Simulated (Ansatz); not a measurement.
**C₂H₄B₂O: how energies converge with the basis set**

The task here is to estimate one member of a computed series from the others.

Computed with Ansatz 0.2.0, Gaussian basis. Level: one geometry, several basis sets.

Levels to be run: PBE0-D4/def2-SVP; ωB97M-V/def2-SVP; PBE0-D4/def2-QZVPP; ωB97M-V/def2-QZVPP; the functionals' def2-TZVPP values are taken from earlier runs.

**The geometry**

An earlier PBE0-D4 in a triple-zeta def2 set relaxation fixed the geometry.

SMILES `BC#CBO`, 9 atoms, charge 0, spin multiplicity 1.

Atoms are counted from 1 here; the program's logs count them from 0.

Bond lengths: B1–C2 1.490 Å, B1–H6 1.194 Å, B1–H7 1.194 Å, C2–C3 1.222 Å, C3–B4 1.515 Å, B4–O5 1.351 Å, B4–H8 1.200 Å, O5–H9 0.960 Å. Angles: C2–B1–H6 119.8°, C2–B1–H7 119.8°, H6–B1–H7 120.4°, B1–C2–C3 179.3°, C2–C3–B4 176.5°, C3–B4–O5 119.4°, C3–B4–H8 119.0°, O5–B4–H8 121.6°, B4–O5–H9 112.8°.

Set-up of the first run:

Contents of in.yaml:

```yaml
crystal:
  periodic: [false, false, false]
  atoms:
    - {symbol: B, position_ang: [1.290100, -0.110867, 2.188111]}
    - {symbol: C, position_ang: [0.501541, -0.019673, 0.926932]}
    - {symbol: C, position_ang: [-0.135204, 0.047393, -0.113639]}
    - {symbol: B, position_ang: [-0.988582, 0.182058, -1.358655]}
    - {symbol: O, position_ang: [-0.583006, -0.401423, -2.508233]}
    - {symbol: H, position_ang: [1.091930, -1.010001, 2.947892]}
    - {symbol: H, position_ang: [2.115372, 0.716214, 2.432751]}
    - {symbol: H, position_ang: [-2.010821, 0.806644, -1.297215]}
    - {symbol: H, position_ang: [-1.192932, -0.256546, -3.235143]}
basis:
  gaussian: {orbitals: def2-SVP}
hamiltonian: {xc: pbe0, dispersion: d4}
output: {orbitals: {seedname: orbitals}}
```

Started as:

```bash
$ ansatz run in.yaml --threads 2 --pin off --events-out ev --progress --plain --max-ram 4352MiB
```

Steps of the session up to this table: PBE0-D4 in def2-SVP; ωB97M-V in def2-SVP; PBE0-D4 in def2-QZVPP; ωB97M-V in def2-QZVPP.

One of the session's tables, all rows but one given; the rest of the session is left out.

It belongs to the step «Functionals by basis». 

```
functional       basis  HOMO (eV)  LUMO (eV)
   PBE0-D4    def2-SVP          ?          ?
   PBE0-D4  def2-TZVPP      -8.12      -2.36
   PBE0-D4  def2-QZVPP      -8.13      -2.38
   ωB97M-V    def2-SVP     -10.18      -0.19
   ωB97M-V  def2-TZVPP     -10.29      -0.36
   ωB97M-V  def2-QZVPP     -10.30      -0.40
```

**Question.** Estimate the row for PBE0-D4, def2-SVP.

As computed: HOMO (eV): -8.04; LUMO (eV): -2.28. In the column «HOMO (eV)» it is the highest.
